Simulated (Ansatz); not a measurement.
# wB97X/6-31G(d) (spherical functions) run of CH5BClNO (SMILES NB(Cl)CO)

What is the vertical singlet–triplet gap of CH5BClNO at wB97X/6-31G* (spherical functions)? 

The calculation is run with Ansatz 0.2.0.

141 further runs of the same task are left out: 141 set aside as unsound or not needed.

### 1 The structure to begin with

CH5BClNO has 10 atoms, charge 0, and is taken as a singlet. SMILES: `NB(Cl)CO`. The shape is that of a PBE0-D4/def2-TZVP optimisation. This is a higher conformer, about 10 kJ/mol above the lowest found by a separate search.

Bond lengths: N1–B2 1.386 Å, B2–Cl3 1.784 Å, B2–C4 1.577 Å, C4–O5 1.413 Å, N1–H6 1.005 Å, N1–H7 1.006 Å, C4–H8 1.096 Å, C4–H9 1.105 Å, O5–H10 0.962 Å. Some angles: N1–B2–Cl3 118.3°, N1–B2–C4 123.5°, Cl3–B2–C4 118.2°, B2–C4–O5 116.0°, B2–N1–H6 123.2°, B2–N1–H7 122.4°, B2–C4–H8 109.8°, B2–C4–H9 107.4°, O5–C4–H8 107.3°, O5–C4–H9 110.4°.

### 2 The energy at wB97X/6-31G(d) (spherical functions)

Contents of job.yaml:

```yaml
crystal:
  periodic: [false, false, false]
  atoms:
    - {symbol: "N", position_ang: [-1.481300, 0.770100, 0.263800]}
    - {symbol: B, position_ang: [-0.131200, 0.458300, 0.272600]}
    - {symbol: Cl, position_ang: [0.978400, 1.531400, 1.166200]}
    - {symbol: C, position_ang: [0.484800, -0.764800, -0.509200]}
    - {symbol: O, position_ang: [1.724500, -1.243900, -0.030200]}
    - {symbol: H, position_ang: [-1.860400, 1.585400, 0.713900]}
    - {symbol: H, position_ang: [-2.164100, 0.196600, -0.201200]}
    - {symbol: H, position_ang: [-0.217400, -1.606600, -0.495200]}
    - {symbol: H, position_ang: [0.570000, -0.469000, -1.570200]}
    - {symbol: H, position_ang: [2.179800, -0.508700, 0.392200]}
basis:
  gaussian:
    orbitals: 6-31G_st_-spherical.json
hamiltonian:
  xc: {name: wB97X}
accuracy: high
output: {orbitals: {seedname: orbitals}}
```

The basis set 6-31G* is read from a file made from the Basis Set Exchange's data (not shown).

Launch:

```sh
ansatz run job.yaml --threads 1 --pin off --max-ram 3480MiB --events-out events.jsonl --progress --plain --runs-dir runs
```

Output:

```text
Warning: RAYON_NUM_THREADS=1 ignored (pool sized by the plan → 1); use --threads N
Functional definition: wB97X
  name "wB97X"
  parameter omega = 0.3/bohr
  parameter cx = 0.157706
  parameter cx1 = 0.726479
  parameter cx2 = 1.04760
  parameter cx3 = -5.70635
  parameter cx4 = 13.2794
  parameter css1 = -4.33879
  parameter css2 = 18.2308
  parameter css3 = -31.7430
  parameter css4 = 17.2901
  parameter cos1 = 2.37031
  parameter cos2 = -11.3995
  parameter cos3 = 6.58405
  parameter cos4 = -3.78132
  exchange = spin_sum(e_x_unif_sr(omega)*poly(b97_u_x, 1 - cx, cx1, cx2, cx3, cx4)) + cx*exact_x_sr(omega)
      + exact_x_lr(omega)
  correlation = spin_sum(e_c_pw_same_spin*poly(b97_u_same, 1, css1, css2, css3, css4))
      + integral(e_c_pw_opposite_spin*poly(b97_u_opposite, 1, cos1, cos2, cos3, cos4))
1985 factors; integrals over basis functions are off by at most 4.5e-9 eV
357 factors; integrals over basis functions are off by at most 3.3e-9 eV
mean field evaluation 1: about -17849.7023 eV, gradient 4.9e1 eV
mean field evaluation 2: about -17850.8529 eV, gradient 4.5e1 eV
mean field evaluation 4: about -17854.3671 eV, gradient 1.4e0 eV
mean field evaluation 8: about -17854.5363 eV, gradient 1.2e-1 eV
mean field evaluation 16: about -17854.5364 eV, gradient 4.3e-5 eV
mean field -17854.53638476 eV, -656.1421099003 hartree, gradient 1.5e-8 eV, S^2 0.000000; 0 other end points of the search recorded, 0 dependent functions left out
reference -17854.53638257 eV, -656.1421098201 hartree; 24, 24 occupied and 60, 60 virtual orbitals, 1985 factors
Total energy: -17854.53638257 eV, -656.1421098201 hartree
```

Wall time 24 s (1 thread of Arm Neoverse V2, shared host); peak memory 0.51 GiB.

### 3 The triplet at the same level

Contents of input.yaml:

```yaml
crystal:
  periodic: [false, false, false]
  atoms:
    - {symbol: "N", position_ang: [-1.481300, 0.770100, 0.263800]}
    - {symbol: B, position_ang: [-0.131200, 0.458300, 0.272600]}
    - {symbol: Cl, position_ang: [0.978400, 1.531400, 1.166200]}
    - {symbol: C, position_ang: [0.484800, -0.764800, -0.509200]}
    - {symbol: O, position_ang: [1.724500, -1.243900, -0.030200]}
    - {symbol: H, position_ang: [-1.860400, 1.585400, 0.713900]}
    - {symbol: H, position_ang: [-2.164100, 0.196600, -0.201200]}
    - {symbol: H, position_ang: [-0.217400, -1.606600, -0.495200]}
    - {symbol: H, position_ang: [0.570000, -0.469000, -1.570200]}
    - {symbol: H, position_ang: [2.179800, -0.508700, 0.392200]}
basis:
  gaussian: {orbitals: 6-31G_st_-spherical.json}
magnetization: {spin_polarized: true, initial_magnetization: 2}
hamiltonian: {xc: {name: wB97X}}
accuracy: high
output: {orbitals: {seedname: orbitals}}
```

The basis set 6-31G* is read from a file made from the Basis Set Exchange's data (not shown).

Launch:

```sh
ansatz run input.yaml --threads 1 --pin off --max-ram 3480MiB --events-out events.jsonl --progress --plain --runs-dir runs
```

Output, shortened:

```text
Warning: RAYON_NUM_THREADS=1 ignored (pool sized by the plan → 1); use --threads N
Functional definition: wB97X
  name "wB97X"
[...]
      + exact_x_lr(omega)
[...]
      + integral(e_c_pw_opposite_spin*poly(b97_u_opposite, 1, cos1, cos2, cos3, cos4))
1986 factors; integrals over basis functions are off by at most 4.5e-9 eV
358 factors; integrals over basis functions are off by at most 3.3e-9 eV
[...]
mean field -17847.76953717 eV, -655.8934328385 hartree, gradient 9.7e-8 eV, S^2 2.007915; 4 other end points of the search recorded, 0 dependent functions left out
reference -17847.76953514 eV, -655.8934327638 hartree; 25, 23 occupied and 59, 61 virtual orbitals, 1986 factors
Total energy: -17847.76953514 eV, -655.8934327638 hartree
```

Wall time 76 s (1 thread of Arm Neoverse V2, shared host); peak memory 0.88 GiB.

### 4 Results

Level: wB97X/6-31G* (spherical functions).

| quantity | value |
| --- | --- |
| singlet: total energy | -656.14211 Eh |
| singlet: HOMO energy | -9.72 eV |
| singlet: LUMO energy | 2.95 eV |
| singlet: HOMO–LUMO gap | 12.67 eV |
| triplet: total energy | -655.89343 Eh |
| triplet: HOMO energy (highest over α and β) | -3.79 eV |
| triplet: ⟨S²⟩ | 2.008 |
| vertical energy of the triplet above the singlet | 6.767 eV |

What this shows: At this shape the triplet lies 6.77 eV (653 kJ/mol) above the singlet.
